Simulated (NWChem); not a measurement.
**GaSiH4OF (SMILES [F][GaH][O][SiH3]): levels of theory compared**

We compute a comparison of 6 runs (B3LYP/6-31G*, M06-2X/6-31G*, PBE/6-31G*, PBE0/6-31G*, SVWN5/6-31G*, MP2/6-31G*) of GaSiH4OF. 

The calculation is run with NWChem 7.3.0.

1 further run of the same task is left out (set aside as unsound or not needed).

### Step 1. The molecule

The species is GaSiH4OF (8 atoms), meant as a singlet with charge 0. SMILES: `[F][GaH][O][SiH3]`. Geometry: relaxed at PBE0-D4/def2-TZVP. This is one conformer, not always the lowest.

Bond lengths: F1–Ga2 1.751 Å, Ga2–O3 1.763 Å, O3–Si4 1.639 Å, Ga2–H5 1.537 Å, Si4–H6 1.485 Å, Si4–H7 1.487 Å, Si4–H8 1.487 Å. Angles: F1–Ga2–O3 113.0°, Ga2–O3–Si4 138.2°, F1–Ga2–H5 121.9°, O3–Ga2–H5 125.1°, O3–Si4–H6 108.0°, O3–Si4–H7 111.0°, O3–Si4–H8 111.0°, H6–Si4–H7 109.1°, H6–Si4–H8 109.1°, H7–Si4–H8 108.7°.

### Step 2. Energy and gradient at B3LYP/6-31G(d) (spherical functions) (run 1)

File fgah4osi.nw:

```
start fgah4osi
title "FGaH4OSi"
memory total 2200 mb

geometry units angstrom noautosym nocenter noautoz
  F      0.857100     1.472000     1.846200
  Ga     1.323900     1.220200     0.177500
  O      0.322200     0.024800    -0.644000
  Si    -0.952800    -0.945800    -0.299100
  H      2.493100     1.984200    -0.463100
  H     -1.287500    -1.717200    -1.523200
  H     -0.618600    -1.894300     0.796900
  H     -2.137300    -0.143800     0.108800
end

basis spherical bse
  * library 6-31G*
end

dft
  xc b3lyp
  grid xfine
  convergence energy 1e-08
  maxiter 100
  mulliken
  print low
end

task dft gradient
```

On the command line:

```
$ nwchem fgah4osi.nw > fgah4osi.out
```

Output:

```text
[...]
 d= 0,ls=0.0,diis     1  -2391.5444448341 -2.74D+03  2.22D-02  1.05D+00     4.2
[...]
 d= 0,ls=0.0,diis    10  -2391.6744181040 -3.08D-09  4.42D-07  4.95D-09    32.0
         Total DFT energy =    -2391.674418103997
      One electron energy =    -4028.935371195357
           Coulomb energy =     1403.418750140753
    Exchange-Corr. energy =     -116.701430014380
 Nuclear repulsion energy =      350.543632964988
[...]
      Total Density - Mulliken Population Analysis
     ---------------------------------------------
    Atom       Charge   Shell Charges
 -----------   ------   -------------------------------------------------------
    1 F    9     9.43   2.00  0.93  3.29  1.05  2.16  0.01
    2 Ga  31    30.35   2.00  2.00  6.00  2.00  5.99  1.02  1.10 -0.01  0.08  6.82  2.94  0.41
    3 O    8     8.65   2.00  0.89  2.93  0.93  1.89  0.01
    4 Si  14    13.39   2.00  2.00  5.96  0.96  1.78  0.18  0.26  0.25
    5 H    1     0.89   0.47  0.42
    6 H    1     1.09   0.52  0.57
    7 H    1     1.10   0.52  0.58
    8 H    1     1.10   0.52  0.58
[...]
                         DFT ENERGY GRADIENTS
    atom               coordinates                        gradient
                 x          y          z           x          y          z
   1 F       1.619684   2.781677   3.488812    0.000909  -0.000673  -0.003695
   2 Ga      2.501808   2.305844   0.335426   -0.003539  -0.004506  -0.003671
   3 O       0.608870   0.046865  -1.216984   -0.005457  -0.000946   0.009609
   4 Si     -1.800531  -1.787303  -0.565217    0.008418   0.005961  -0.003378
   5 H       4.711276   3.749594  -0.875132   -0.002696  -0.001692   0.001666
   6 H      -2.433022  -3.245037  -2.878431    0.000599   0.000565   0.000099
   7 H      -1.168984  -3.579708   1.505923    0.000625   0.000944  -0.000431
   8 H      -4.038911  -0.271743   0.205602    0.001141   0.000349  -0.000199
 Task  times  cpu:       49.6s     wall:       49.6s
 Total times  cpu:       49.7s     wall:       49.7s
```

Run time: 50 s. Hardware: 1 thread of AMD EPYC 7R43 (Zen 3), shared host; peak memory 0.14 GiB.

### Step 3. Energy and gradient at M06-2X/6-31G(d) (spherical functions) (run 2)

File fgah4osi.xyz:

```xyz
8
FGaH4OSi M06-2X
F      0.857100     1.472000     1.846200
Ga     1.323900     1.220200     0.177500
O      0.322200     0.024800    -0.644000
Si    -0.952800    -0.945800    -0.299100
H      2.493100     1.984200    -0.463100
H     -1.287500    -1.717200    -1.523200
H     -0.618600    -1.894300     0.796900
H     -2.137300    -0.143800     0.108800
```

File fgah4osi.nw:

```
start fgah4osi
title "FGaH4OSi M06-2X"
memory 2200 mb

geometry units angstrom noautosym nocenter noautoz
 load fgah4osi.xyz
end

basis spherical bse
 * library 6-31G*
end

dft
 xc m06-2x
 grid xfine
 convergence energy 1e-08
 maxiter 100
 mulliken
 print low
end

task dft gradient
```

On the command line:

```
$ nwchem fgah4osi.nw > fgah4osi.out
```

Output:

```text
[...]
 d= 0,ls=0.0,diis     1  -2391.3838789758 -2.74D+03  1.57D-02  1.06D+00     4.9
[...]
 d= 0,ls=0.0,diis    10  -2391.5080787241 -3.63D-09  9.32D-07  1.12D-08    40.3
         Total DFT energy =    -2391.508078724139
      One electron energy =    -4029.912666739633
           Coulomb energy =     1404.490236033904
    Exchange-Corr. energy =     -116.629280983398
 Nuclear repulsion energy =      350.543632964989
[...]
      Total Density - Mulliken Population Analysis
     ---------------------------------------------
    Atom       Charge   Shell Charges
 -----------   ------   -------------------------------------------------------
    1 F    9     9.49   2.00  0.92  3.27  1.06  2.23  0.01
    2 Ga  31    30.17   2.00  2.00  6.00  2.00  6.00  0.88  1.03  0.02  0.06  6.88  2.93  0.38
    3 O    8     8.75   2.00  0.88  2.91  0.95  2.00  0.01
    4 Si  14    13.35   2.00  2.00  5.97  0.94  1.78  0.18  0.23  0.26
    5 H    1     0.94   0.48  0.46
    6 H    1     1.10   0.51  0.59
    7 H    1     1.11   0.51  0.60
    8 H    1     1.11   0.51  0.60
[...]
                         DFT ENERGY GRADIENTS
    atom               coordinates                        gradient
                 x          y          z           x          y          z
   1 F       1.619684   2.781677   3.488812    0.000171  -0.000034  -0.000441
   2 Ga      2.501808   2.305844   0.335426    0.000002  -0.002745  -0.007021
   3 O       0.608870   0.046865  -1.216984   -0.002561   0.000646   0.007281
   4 Si     -1.800531  -1.787303  -0.565217    0.007057   0.005327  -0.001995
   5 H       4.711276   3.749594  -0.875132   -0.004703  -0.003063   0.002617
   6 H      -2.433022  -3.245037  -2.878431    0.000253  -0.000473  -0.001778
   7 H      -1.168984  -3.579708   1.505923    0.000744  -0.000812   0.001056
   8 H      -4.038911  -0.271743   0.205602   -0.000963   0.001153   0.000281
 Task  times  cpu:       61.9s     wall:       61.9s
 Total times  cpu:       61.9s     wall:       61.9s
```

Wall time 63 s (1 thread of AMD EPYC 7R43 (Zen 3), shared host); peak memory 0.14 GiB.

Runs 3 to 5 aren't shown in full; the table further down has their settings and results.

### Step 4. Energy and gradient at MP2/6-31G(d) (spherical functions) (run 6)

File run.nw:

```
start run
title "FGaH4OSi"
memory 2200 mb

geometry units bohr noautosym nocenter noautoz
   F      1.61968426     2.78167686     3.48881237
   Ga     2.50180842     2.30584382     0.33542639
   O      0.60886976     0.04686521    -1.21698362
   Si    -1.80053105    -1.78730297    -0.56521708
   H      4.71127620     3.74959458    -0.87513217
   H     -2.43302239    -3.24503770    -2.87843083
   H     -1.16898458    -3.57970820     1.50592275
   H     -4.03891165    -0.27174262     0.20560220
end

basis spherical bse
   * library 6-31G*
end

scf
   nopen 0
   rhf
   thresh 1e-08
   maxiter 80
end

mp2
   freeze core 16
   tight
end

task mp2 gradient
```

On the command line:

```
$ nwchem run.nw > run.out
```

Output:

```text
[...]
  functions       =    86
[...]
  wavefunction    = RHF
[...]
         Total SCF energy =  -2388.610944891976
      One-electron energy =  -4029.855243505165
      Two-electron energy =   1290.700690915740
 Nuclear repulsion energy =    350.543607697449
        Time for solution =     28.4s
[...]
          Total MP2 energy         -2389.278025614800
[...]
                         mp2 ENERGY GRADIENTS
    atom               coordinates                        gradient
                 x          y          z           x          y          z
   1 F       1.619684   2.781677   3.488812    0.000806  -0.000646  -0.003396
   2 Ga      2.501808   2.305844   0.335426   -0.002756  -0.004329  -0.004956
   3 O       0.608870   0.046865  -1.216984   -0.008755  -0.003303   0.010891
   4 Si     -1.800531  -1.787303  -0.565217    0.013106   0.009719  -0.004163
   5 H       4.711276   3.749595  -0.875132   -0.003575  -0.002250   0.002193
   6 H      -2.433022  -3.245038  -2.878431    0.000369  -0.000028  -0.000905
   7 H      -1.168985  -3.579708   1.505923    0.000729   0.000043   0.000316
   8 H      -4.038912  -0.271743   0.205602    0.000076   0.000794   0.000019
[...]
```

It took 80 s on 1 thread of AMD EPYC 7R43 (Zen 3), shared host; peak memory 0.27 GiB.

### Step 5. Overview of the runs

```tsv
run	level	integration grid	iteration cap	energy (Eh)	largest force (eV/Å)	wall time
1	B3LYP/6-31G* (spherical functions)	xfine	100	-2391.674418	0.570	50 s
2	M06-2X/6-31G* (spherical functions)	xfine	100	-2391.508079	0.466	63 s
3	PBE/6-31G* (spherical functions)	xfine	100	-2390.973361	0.916	53 s
4	PBE0/6-31G* (spherical functions)	xfine	100	-2391.047712	0.520	51 s
5	SVWN5/6-31G* (spherical functions)	xfine	100	-2386.219539	0.697	43 s
6	MP2/6-31G* (spherical functions)	–	80	-2389.278026	0.866	80 s
```

### Step 6. Summary of results

| quantity | value |
| --- | --- |
| run 6: total energy | -2389.27803 Eh |
| run 6: dipole moment (of the density that the program reports) | 1.57 D |
| run 6: HOMO energy (Hartree–Fock orbitals) | -12.27 eV |
| run 6: LUMO energy (Hartree–Fock orbitals) | 1.53 eV |
| run 6: HOMO–LUMO gap (Hartree–Fock orbitals) | 13.80 eV |
| run 6: correlation energy (16 core orbitals frozen) | -667.1 mEh |
| run 6: largest force on an atom | 0.866 eV/Å |

Over runs 3, 4, 5, 6 the dipole moment (its size) runs from 1.44 D (PBE/6-31G*) to 1.60 D (PBE0/6-31G*). Over runs 3, 4, 5 the HOMO–LUMO gap runs from 5.22 eV (SVWN5/6-31G*) to 7.64 eV (PBE0/6-31G*). Totals of different functionals can't be ranked against each other. All runs together took 5.7 min, the longest 80 s.
